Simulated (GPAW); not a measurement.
# SbCl2 (SMILES [Cl][Sb][Cl]) at URPBE-D4/real-space grid (scalar-relativistic datasets)

Wanted: a structure relaxation of SbCl2. Input form: an ASE script.

Program for the calculation: GPAW 26.7.0.

2 further runs of the same task are left out: 2 set aside as unsound or not needed. Runs told in other sessions of the task aren't counted.

**1. Starting point**

The species is SbCl2 (3 atoms), meant as a doublet with charge 0. SMILES: `[Cl][Sb][Cl]`. The coordinates come from a PBE0-D4/def2-TZVP relaxation. The run starts from this shape.

Bond lengths: Cl1–Sb2 2.337 Å, Sb2–Cl3 2.337 Å. Angles: Cl1–Sb2–Cl3 98.6°.

**2. A structure relaxation at URPBE-D4/real-space grid (scalar-relativistic datasets)**

The input, Cl2Sb.py:

```python
from ase import Atoms
from ase.calculators.mixing import SumCalculator
from ase.io import write
from ase.optimize import QuasiNewton
from dftd4.ase import DFTD4
from gpaw import GPAW

# Atomic positions
system = Atoms('ClSbCl',
    positions=[[  1.049100,   1.312300,   0.708100],
               [ -0.817500,   0.443300,  -0.396700],
               [ -0.242500,  -1.820400,  -0.324700]])
system.center(vacuum=5.0)
system.set_initial_magnetic_moments([1.0, 0.0, 0.0])

# Calculator
calculator = GPAW(mode='fd',
                  h=0.18,
                  xc='RPBE',
                  occupations={'name': 'fermi-dirac', 'width': 0.0, 'fixmagmom': True},
                  maxiter=100,
                  symmetry='off',
                  txt='-')
system.calc = SumCalculator([DFTD4(method='RPBE'), calculator])

opt = QuasiNewton(system, trajectory='Cl2Sb.traj')
converged = opt.run(fmax=0.03, steps=60)
print('Converged:', converged)
print(f'Final energy: {system.get_potential_energy():.5f} eV')
print(f'r(Cl2-Sb1)              {system.get_distance(2, 1):.4f} Ang')
print(f'r(Sb1-Cl0): {system.get_distance(1, 0):.4f} Ang')
write('relaxed.xyz', system)
```

Run with:

```sh
$ python3 Cl2Sb.py
```

Q: Predict the results. Wanted: energy as printed; dipole moment; HOMO energy; LUMO energy; dispersion energy.

**Answer.** As computed:

At URPBE-D4/real-space grid (scalar-relativistic datasets):

| quantity | value |
| --- | --- |
| energy as printed (from the program's reference atoms) | -9.2597 eV |
| dipole moment | 2.59 D |
| HOMO energy (highest over α and β) | -5.29 eV |
| LUMO energy (lowest over α and β) | -4.06 eV |
| dispersion energy | -30.16 kJ/mol |

In words: At the final geometry: Bond lengths: Cl1–Sb2 2.371 Å, Sb2–Cl3 2.373 Å. Angles: Cl1–Sb2–Cl3 98.7°. The optimisation took 4 steps and changed the energy by -0.017 eV.
